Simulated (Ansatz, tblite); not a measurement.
# The cluster Ge₄H₆: one state, many levels

One table from this session's results is given with a row withheld; the runs are named, their logs left out.

Method: as each input shows; program: Ansatz 0.2.0, Gaussian basis.

Plan: GFN1-xTB, GFN2-xTB, PBE-D4/def2-TZVP, r2SCAN-D4/def2-TZVP, CAM-B3LYP-D4/def2-TZVP, LC-ωPBE/def2-TZVP, B3LYP-D4/def2-TZVP, PBE-D4/def2-SVP, PBE0-D4/def2-SVP, HF/STO-3G, HF/6-31G, B3LYP-D4/6-31G, PBE0-D4/def2-TZVPD, PBE-D4/def2-TZVPD, CAM-B3LYP-D4/def2-TZVPD, CCSD(T)/def2-SVP, MP2/def2-TZVP, RPA/def2-TZVP.

2 further runs of the same task are left out: 2 set aside as unsound or not needed.

## The relaxed structure

The singlet was relaxed beforehand with PBE-D4/def2-SVP. At that level it is the lowest of the isomers that a small search found.

10 atoms, charge 0, spin multiplicity 1.

Bond lengths: Ge1–Ge3 2.461 Å, Ge1–Ge4 2.461 Å, Ge1–H5 1.551 Å, Ge1–H9 1.552 Å, Ge2–Ge3 2.461 Å, Ge2–Ge4 2.461 Å, Ge2–H6 1.552 Å, Ge2–H10 1.551 Å, Ge3–H7 1.582 Å, Ge4–H8 1.582 Å. Angles: Ge3–Ge1–Ge4 77.6°, Ge3–Ge1–H5 113.4°, Ge3–Ge1–H9 119.4°, Ge4–Ge1–H5 113.4°, Ge4–Ge1–H9 119.4°, H5–Ge1–H9 110.2°, Ge3–Ge2–Ge4 77.6°, Ge3–Ge2–H6 119.4°, Ge3–Ge2–H10 113.4°, Ge4–Ge2–H6 119.4°, Ge4–Ge2–H10 113.4°, H6–Ge2–H10 110.2°, Ge1–Ge3–Ge2 94.5°, Ge1–Ge3–H7 102.5°, Ge2–Ge3–H7 102.5°, Ge1–Ge4–Ge2 94.5°, Ge1–Ge4–H8 102.5°, Ge2–Ge4–H8 102.5°.

PBE0-D4/def2-TZVP was run before; its log isn't repeated, and its numbers join the tables.

Set-up of the first run:

Tight binding, by tblite at 300 K electronic temperature and without a spin-polarisation term:

```python
tblite.interface.Calculator('GFN1-xTB', numbers, positions, charge=0, uhf=0).singlepoint()
```

Tight binding, by tblite at 300 K electronic temperature and without a spin-polarisation term:

```python
tblite.interface.Calculator('GFN2-xTB', numbers, positions, charge=0, uhf=0).singlepoint()
```

start.molden holds the orbitals of an earlier run on this state, given as this run's starting guess.

in.yaml reads:

```yaml
crystal:
  periodic: [false, false, false]
  atoms:
    - {symbol: Ge, position_ang: [-0.992544, -1.055306, -1.161547]}
    - {symbol: Ge, position_ang: [0.392566, 0.709260, 1.670615]}
    - {symbol: Ge, position_ang: [-0.784106, 1.279620, -0.413791]}
    - {symbol: Ge, position_ang: [1.081310, -1.108254, 0.161717]}
    - {symbol: H, position_ang: [-2.169478, -1.814044, -0.494891]}
    - {symbol: H, position_ang: [1.464146, 1.681551, 2.231171]}
    - {symbol: H, position_ang: [0.385246, 1.827833, -1.327312]}
    - {symbol: H, position_ang: [2.114676, -0.385941, -0.793720]}
    - {symbol: H, position_ang: [-0.936749, -1.377357, -2.678455]}
    - {symbol: H, position_ang: [-0.555066, 0.242647, 2.806202]}
basis:
  gaussian: {orbitals: def2-TZVP, initial_orbitals: start.molden}
hamiltonian: {xc: pbe, dispersion: d4}
scf: {omitted_lower_state_checks: [starts]}
output: {orbitals: {seedname: orbitals}}
```

Run with:

```
ansatz run in.yaml --threads 4 --pin off --events-out ev --progress --plain --max-ram 8704MiB
```

Steps of the session up to this table: PBE-D4/def2-TZVP; r2SCAN-D4/def2-TZVP; CAM-B3LYP-D4/def2-TZVP; LC-ωPBE/def2-TZVP; B3LYP-D4/def2-TZVP; PBE-D4/def2-SVP; PBE0-D4/def2-SVP; HF/STO-3G; HF/6-31G; B3LYP-D4/6-31G; PBE0-D4/def2-TZVPD; PBE-D4/def2-TZVPD; CAM-B3LYP-D4/def2-TZVPD; CCSD(T)/def2-SVP; MP2/def2-TZVP; RPA/def2-TZVP.

One of the session's tables, all rows but one given; the rest of the session is left out.

| level | HOMO (eV) | gap (eV) |
| --- | --- | --- |
| HF/STO-3G | ? | ? |
| HF/6-31G | -7.81 | 7.63 |
| PBE-D4/def2-SVP | -5.80 | 2.65 |
| PBE-D4/def2-TZVP | -5.82 | 2.65 |
| PBE-D4/def2-TZVPD | -5.83 | 2.64 |
| r2SCAN-D4/def2-TZVP | -6.04 | 2.84 |
| B3LYP-D4/6-31G | -6.29 | 3.61 |
| B3LYP-D4/def2-TZVP | -6.42 | 3.68 |
| PBE0-D4/def2-SVP | -6.56 | 3.96 |
| PBE0-D4/def2-TZVP | -6.57 | 3.97 |
| PBE0-D4/def2-TZVPD | -6.56 | 3.96 |
| CAM-B3LYP-D4/def2-TZVP | -7.53 | 5.80 |
| CAM-B3LYP-D4/def2-TZVPD | -7.54 | 5.76 |
| LC-ωPBE/def2-TZVP | -8.56 | 7.62 |

Q: Estimate the row for HF/STO-3G from the others.

**Answer.** HOMO (eV): -4.43; gap (eV): 7.93. In the column «HOMO (eV)» it is the highest.
